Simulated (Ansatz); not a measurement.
This script drives the Python package of Ansatz (0.2.0).

The script reads `c2h5ge.xyz`:
```text
8

C    -1.44100    0.37030   -1.05140
C    -0.23650    0.68530   -0.72070
Ge    0.63790   -0.35390    0.60550
H    -1.96060   -0.38940   -0.60190
H     0.29110    1.50130   -1.21760
H    -0.10400   -0.24020    1.95700
H     0.75640   -1.83390    0.16880
H     2.14870    0.20340    0.80440
```

`c2h5ge.py`:
```python
'''Stretching a bond of C2H5Ge, the rest held rigid.'''

import ansatz
import numpy as np


def main() -> None:
    c2h5ge = ansatz.Crystal.molecule_from_extxyz('c2h5ge.xyz')

    symbols = [site.symbol for site in c2h5ge.cartesian_sites]
    start = np.array([site.position_ang for site in c2h5ge.cartesian_sites])
    axis = (start[6] - start[2]) / np.linalg.norm(start[6] - start[2])
    moving = [6]
    lengths, energies = [1.32, 1.42, 1.55, 1.7, 1.93, 2.32, 2.79, 3.4], []
    for length in lengths:
        xyz = start.copy()
        xyz[moving] += (length - np.linalg.norm(start[6] - start[2])) * axis
        point = ansatz.Crystal.molecule()
        for symbol, xyz in zip(symbols, xyz):
            point = point.atom(symbol, xyz.tolist())
        setup = (
            point.calculation()
            .basis(gaussian='def2-SVP')
            .functional('B3LYP', dispersion='d3bj')
            .spin('collinear', total=1)
        )
        rep = setup.run().report
        energies.append(rep['free_energy_ev'])
        print(f'r = {length:6.3f} A  E = {energies[-1]:.5f} eV  <S^2> = {abs(rep["mean_field"]["state"]["spin_squared"]):.3f}')

    print('energy above the lowest point (eV):', [round(e - min(energies), 3) for e in energies])


if __name__ == '__main__':
    main()
```

It is started by `python c2h5ge.py`. How long does it take on 1 thread of Arm Neoverse V2, on a shared host, and how much memory does it need?

It took about 47 s, with a peak of 0.33 GiB, for 8 runs of the engine.

Output of `python c2h5ge.py`:
```text
r =  1.320 A  E = -58662.54027 eV  <S^2> = 0.759
r =  1.420 A  E = -58662.96698 eV  <S^2> = 0.759
r =  1.550 A  E = -58663.11417 eV  <S^2> = 0.759
r =  1.700 A  E = -58662.94852 eV  <S^2> = 0.759
r =  1.930 A  E = -58662.38664 eV  <S^2> = 0.759
r =  2.320 A  E = -58661.22423 eV  <S^2> = 0.760
r =  2.790 A  E = -58660.10792 eV  <S^2> = 1.139
r =  3.400 A  E = -58659.57988 eV  <S^2> = 1.613
energy above the lowest point (eV): [0.574, 0.147, 0.0, 0.166, 0.728, 1.89, 3.006, 3.534]
```

What to keep in mind:
- Total energies depend on the basis set; only differences at equal settings carry meaning.
- The rest of the molecule is held rigid at a force-field or estimated start geometry, and the basis set is modest; single-reference methods fail as a bond breaks.
- The species is open-shell (spin multiplicity 2).
- The expectation value of S² is noticeably off S(S+1) in at least one run, so that state is spin-contaminated.
- b3lyp holds the VWN-RPA fit, as in Gaussian; the form of ORCA and Turbomole is b3lyp5.

(Lines on the test bed's own set-up are left out of the output.)
